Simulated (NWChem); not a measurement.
**One shape, several levels: GeH3Br (SMILES [GeH3][Br])**

We compute a comparison of 6 runs (HF/3-21G, B3LYP/6-31G*, B3LYP/aug-cc-pVDZ, M06-2X/aug-cc-pVDZ, r2SCAN/aug-cc-pVDZ) of GeH3Br. 

The calculation is run with NWChem 7.3.0.

1 further run of the same task is left out (it didn't finish).

### Step 1. The structure to begin with

GeH3Br has 5 atoms, charge 0, and is taken as a singlet. SMILES: `[GeH3][Br]`. The shape is that of a PBE0-D4/def2-TZVP optimisation.

Bond lengths: Ge1–Br2 2.309 Å, Ge1–H3 1.532 Å, Ge1–H4 1.532 Å, Ge1–H5 1.532 Å. Angles: Br2–Ge1–H3 107.2°, Br2–Ge1–H4 107.2°, Br2–Ge1–H5 107.2°, H3–Ge1–H4 111.7°, H3–Ge1–H5 111.7°, H4–Ge1–H5 111.7°.

### Step 2. Energy and forces at HF/3-21G (run 1)

File run.nw:

```
start run
title "BrGeH3"
memory 2200 mb

geometry noautosym nocenter noautoz
 Ge       0.139040       0.013690      -0.129150
 Br      -1.548450      -0.152490       1.438270
 H        0.128210       1.452190      -0.655100
 H       -0.172230      -0.995930      -1.238090
 H        1.453450      -0.317450       0.584070
end

basis "ao basis" spherical bse
 * library 3-21G
end

scf
 nopen 0
 rhf
 thresh 1e-08
 maxiter 80
end

task scf gradient
```

Command:

```sh
nwchem run.nw > run.out
```

What it wrote:

```text
[...]
  functions       =    50
[...]
  wavefunction    = RHF
[...]
         Total SCF energy =  -4627.138945914486
      One-electron energy =  -7071.454078495974
      Two-electron energy =   2136.075318642044
 Nuclear repulsion energy =    308.239813939444
        Time for solution =      1.8s
[...]
                         RHF ENERGY GRADIENTS
    atom               coordinates                        gradient
                 x          y          z           x          y          z
   1 Ge      0.262748   0.025870  -0.244058   -0.015105  -0.001492   0.014026
   2 Br     -2.926146  -0.288164   2.717936    0.017372   0.001711  -0.016136
   3 H       0.242282   2.744241  -1.237959   -0.001168   0.001626   0.000437
   4 H      -0.325468  -1.882035  -2.339651   -0.001531  -0.001331  -0.000264
   5 H       2.746622  -0.599894   1.103732    0.000433  -0.000514   0.001936
[...]
```

Run time: 3.3 s. Hardware: 1 thread of Intel Xeon 6975P-C (Granite Rapids), shared host; peak memory 0.1 GiB.

### Step 3. Energy and forces at B3LYP/6-31G(d) (spherical functions) (run 2)

File job.nw:

```
start job
memory 2200 mb
charge 0

geometry units angstroms noautosym nocenter noautoz
Ge    0.139040    0.013690   -0.129150
Br   -1.548450   -0.152490    1.438270
H     0.128210    1.452190   -0.655100
H    -0.172230   -0.995930   -1.238090
H     1.453450   -0.317450    0.584070
end

basis spherical bse
* library 6-31G*
end

dft
xc b3lyp
grid xfine
convergence energy 1e-08
iterations 100
mulliken
noprint "final vectors analysis"
end

task dft gradient
```

Command:

```sh
nwchem job.nw > job.out
```

What it wrote:

```text
[...]
          Wavefunction type:  closed shell.
          No. of atoms     :     5
          No. of electrons :    70
[...]
          Charge           :     0
          Spin multiplicity:     1
[...]
          AO basis - number of functions:    70
[...]
              XC Information
              --------------
                         B3LYP Method XC Potential
                     Hartree-Fock (Exact) Exchange  0.200
                        Slater Exchange Functional  0.800 local
                    Becke 1988 Exchange Functional  0.720 non-local
              Lee-Yang-Parr Correlation Functional  0.810
                  VWN I RPA Correlation Functional  0.190 local
[...]
 d= 0,ls=0.0,diis     1  -4652.4332830673 -4.96D+03  1.37D-02  2.63D-01     2.2
[...]
 d= 0,ls=0.0,diis     8  -4652.4701936704 -9.50D-10  1.97D-06  4.46D-08    12.6
         Total DFT energy =    -4652.470193670364
      One electron energy =    -7092.185078599666
           Coulomb energy =     2302.993976987663
    Exchange-Corr. energy =     -171.518905997806
 Nuclear repulsion energy =      308.239813939444
[...]
      Total Density - Mulliken Population Analysis
     ---------------------------------------------
    Atom       Charge   Shell Charges
 -----------   ------   -------------------------------------------------------
    1 Ge  32    31.98   2.00  2.00  6.00  2.00  5.99  1.32  2.18  0.07  0.24  6.85  2.94  0.40
    2 Br  35    35.19   2.00  2.00  6.00  2.00  5.99  1.64  3.83  0.31  1.41  6.95  2.92  0.15
    3 H    1     0.94   0.49  0.46
    4 H    1     0.94   0.49  0.46
    5 H    1     0.94   0.49  0.46
[...]
  wavefunction    = closed shell
                         DFT ENERGY GRADIENTS
    atom               coordinates                        gradient
                 x          y          z           x          y          z
   1 Ge      0.262748   0.025870  -0.244058   -0.003776  -0.000376   0.003502
   2 Br     -2.926146  -0.288164   2.717936    0.006676   0.000657  -0.006201
   3 H       0.242282   2.744241  -1.237959   -0.000268  -0.002971   0.001345
   4 H      -0.325468  -1.882035  -2.339651    0.000348   0.002040   0.002542
   5 H       2.746622  -0.599894   1.103732   -0.002980   0.000649  -0.001189
[...]
```

Wall time 21 s (1 thread of Intel Xeon 6975P-C (Granite Rapids), shared host); peak memory 0.14 GiB.

Run 3 isn't shown in full; the table further down has it.

### Step 4. Energy and forces at B3LYP/aug-cc-pVDZ (run 4)

File work.nw:

```
start work
memory 2200 mb
geometry units angstrom noautosym nocenter noautoz
 Ge       0.139040       0.013690      -0.129150
 Br      -1.548450      -0.152490       1.438270
 H        0.128210       1.452190      -0.655100
 H       -0.172230      -0.995930      -1.238090
 H        1.453450      -0.317450       0.584070
end
basis spherical bse
 * library aug-cc-pVDZ
end
dft
 xc b3lyp
 mult 1
 grid fine
 convergence energy 1e-08
 iterations 100
 mulliken
end
task dft gradient
```

Command:

```sh
nwchem work.nw > work.out
```

What it wrote:

```text
[...]
          Wavefunction type:  closed shell.
          No. of atoms     :     5
          No. of electrons :    70
[...]
          Charge           :     0
          Spin multiplicity:     1
[...]
          AO basis - number of functions:    99
[...]
              XC Information
              --------------
                         B3LYP Method XC Potential
                     Hartree-Fock (Exact) Exchange  0.200
                        Slater Exchange Functional  0.800 local
                    Becke 1988 Exchange Functional  0.720 non-local
              Lee-Yang-Parr Correlation Functional  0.810
                  VWN I RPA Correlation Functional  0.190 local
[...]
 d= 0,ls=0.0,diis     1  -4652.9746304317 -4.96D+03  8.86D-03  3.11D-01    17.1
[...]
 d= 0,ls=0.0,diis     8  -4653.0111431345 -4.78D-10  6.12D-07  2.99D-09    88.7
         Total DFT energy =    -4653.011143134459
      One electron energy =    -7092.203084722496
           Coulomb energy =     2302.450549513199
    Exchange-Corr. energy =     -171.498421864606
 Nuclear repulsion energy =      308.239813939444
[...]
      Total Density - Mulliken Population Analysis
     ---------------------------------------------
    Atom       Charge   Shell Charges
 -----------   ------   -------------------------------------------------------
    1 Ge  32    32.42   2.00  2.00  2.02  0.93  0.63 -0.03  6.00  6.01  1.54  1.04  0.03  9.91  0.26  0.07
    2 Br  35    35.31   2.00  2.00  2.04  1.08  0.84  0.05  6.00  6.01  2.71  2.47  0.10  9.95  0.07  0.00
    3 H    1     0.75   0.72  0.04 -0.01  0.01 -0.01
    4 H    1     0.75   0.72  0.04 -0.01  0.01 -0.01
    5 H    1     0.75   0.72  0.04 -0.01  0.01 -0.01
[...]
  wavefunction    = closed shell
                         DFT ENERGY GRADIENTS
    atom               coordinates                        gradient
                 x          y          z           x          y          z
   1 Ge      0.262748   0.025870  -0.244058   -0.006324  -0.000627   0.005871
   2 Br     -2.926146  -0.288164   2.717936    0.007702   0.000758  -0.007154
   3 H       0.242282   2.744241  -1.237959   -0.000028  -0.001819   0.000702
   4 H      -0.325468  -1.882035  -2.339651    0.000352   0.001273   0.001442
   5 H       2.746622  -0.599894   1.103732   -0.001701   0.000415  -0.000861
[...]
```

Wall time 2.9 min (1 thread of Intel Xeon 6975P-C (Granite Rapids), shared host); peak memory 0.13 GiB.

Run 5 isn't shown in full; the table further down has it.

### Step 5. Energy and forces at r2SCAN/aug-cc-pVDZ (run 6)

File run.py:

```python
from ase import Atoms
from ase.calculators.nwchem import NWChem

molecule = Atoms('GeBrHHH', positions=[
    [0.139040, 0.013690, -0.129150],
    [-1.548450, -0.152490, 1.438270],
    [0.128210, 1.452190, -0.655100],
    [-0.172230, -0.995930, -1.238090],
    [1.453450, -0.317450, 0.584070],
])

calc = NWChem(
    label='test',
    theory='dft',
    memory='2200 mb',
    basis='aug-cc-pVDZ',
    basispar='spherical bse',
    dft={'xc': 'r2scan', 'mult': '1', 'grid': 'fine', 'convergence': 'energy 1e-08', 'iterations': '100', 'mulliken': None},
)
molecule.calc = calc

forces = molecule.get_forces()
print("Total energy (eV):", round(molecule.get_potential_energy(), 6))
print("forces (eV/A):")
for s, f in zip(molecule.symbols, forces):
    print(f"{s:2s} {f[0]:10.5f} {f[1]:10.5f} {f[2]:10.5f}")
print("dipole (e A):", molecule.get_dipole_moment().round(4))
```

Command:

```sh
export ASE_NWCHEM_COMMAND="nwchem PREFIX.nwi > PREFIX.nwo"
python run.py
```

What it wrote:

```text
Total energy (eV): -126611.987076
forces (eV/A):
Ge    0.20379    0.02031   -0.18892
Br   -0.17545   -0.01728    0.16296
H    -0.00879   -0.00365    0.00920
H    -0.00828    0.00093    0.01008
H    -0.01126   -0.00026    0.00679
dipole (e A): [ 0.2959  0.0291 -0.2748]
```

The calculator wrote test.nwi:

```
title "test"

permanent_dir test

scratch_dir test

start test

geometry units angstrom nocenter noautosym noautoz
  Ge 1.3904000000000000e-01 1.3690000000000001e-02 -1.2914999999999999e-01
  Br -1.5484500000000001e+00 -1.5248999999999999e-01 1.4382699999999999e+00
  H  1.2820999999999999e-01 1.4521900000000001e+00 -6.5510000000000002e-01
  H  -1.7222999999999999e-01 -9.9592999999999998e-01 -1.2380899999999999e+00
  H  1.4534499999999999e+00 -3.1745000000000001e-01 5.8406999999999998e-01
end

memory 2200 mb

basis spherical bse noprint
   * library aug-cc-pVDZ
end

dft
  xc r2scan
  mult 1
  grid fine
  convergence energy 1e-08
  iterations 100
  mulliken
end

task dft gradient
```

test.nwo:

```text
Northwest Computational Chemistry Package (NWChem) 7.3.0
             --------------------------------------------------------

           Job information
           ---------------

    nwchem branch   = 7.3.0
    use scalapack   = T
    input           = test.nwi
    prefix          = test.
    data base       = test/test.db
    status          = startup
    nproc           =        1

           Memory information
           ------------------

    heap     =     72089596 doubles =      550.0 Mbytes
    stack    =     72089601 doubles =      550.0 Mbytes
    global   =    144179200 doubles =     1100.0 Mbytes (distinct from heap & stack)
    total    =    288358397 doubles =     2200.0 Mbytes
    verify   = yes
    hardfail = no

[... 98 lines left out ...]
  convergence criterion.
[... 37 lines left out ...]
          Spatial weights used:  Erf1
[... 72 lines left out ...]
         Total DFT energy =    -4652.904742242730
[... 3 lines left out ...]
 Nuclear repulsion energy =      308.239813939444
[... 770 lines left out ...]
          Convergence on gradient requested:  5.00D-04
[... 24 lines left out ...]
          total energy or number of iterations.
[... 28 lines left out ...]
    atom               coordinates                        gradient
                 x          y          z           x          y          z
   1 Ge      0.262748   0.025870  -0.244058   -0.003963  -0.000395   0.003674
   2 Br     -2.926146  -0.288164   2.717936    0.003412   0.000336  -0.003169
   3 H       0.242282   2.744241  -1.237959    0.000171   0.000071  -0.000179
   4 H      -0.325468  -1.882035  -2.339651    0.000161  -0.000018  -0.000196
   5 H       2.746622  -0.599894   1.103732    0.000219   0.000005  -0.000132

                 ----------------------------------------
                 |  Time  |  1-e(secs)   |  2-e(secs)   |
                 ----------------------------------------
                 |  CPU   |       0.01   |      77.53   |
                 ----------------------------------------
                 |  WALL  |       0.01   |      77.53   |
                 ----------------------------------------

 Task  times  cpu:      170.0s     wall:      170.0s
 Total times  cpu:      170.1s     wall:      170.1s
```

It took 2.9 min on 1 thread of Intel Xeon 6975P-C (Granite Rapids), shared host; peak memory 0.13 GiB.

### Step 6. Overview of the runs

```
run                               level  iteration cap  module   energy (Eh)  dipole moment (D)  HOMO energy (eV)  LUMO energy (eV)  wall time
  1                            HF/3-21G             80     scf  -4627.138946               2.75            -10.91              2.75      3.3 s
  2  B3LYP/6-31G* (spherical functions)            100     dft  -4652.470194               2.11                 –                 –       21 s
  3  B3LYP/6-31G* (Cartesian functions)            100     dft  -4652.483858               2.10             -7.86             -0.91       21 s
  4                   B3LYP/aug-cc-pVDZ            100     dft  -4653.011143               1.93             -8.00             -1.22    2.9 min
  5                  M06-2X/aug-cc-pVDZ            100     dft  -4652.980229               2.06             -9.45             -0.33    2.8 min
  6                  r2SCAN/aug-cc-pVDZ            100     dft  -4652.904742               1.94             -7.32             -1.38    2.9 min
```

### Step 7. Summary of results

```
                       quantity           value
            run 6: total energy  -4652.90474 Eh
           run 6: dipole moment          1.94 D
             run 6: HOMO energy        -7.32 eV
             run 6: LUMO energy        -1.38 eV
           run 6: HOMO–LUMO gap         5.94 eV
run 6: largest force on an atom      0.279 eV/Å
```

**Reading.** The dipole moment (its size) runs from 1.93 D (B3LYP/aug-cc-pVDZ) to 2.75 D (HF/3-21G). The two ends differ in method and basis. Over runs 1, 3, 4, 5, 6 the HOMO–LUMO gap runs from 5.94 eV (r2SCAN/aug-cc-pVDZ) to 13.66 eV (HF/3-21G). Totals of different functionals can't be ranked against each other. All runs together took 9.2 min, the longest 2.9 min.
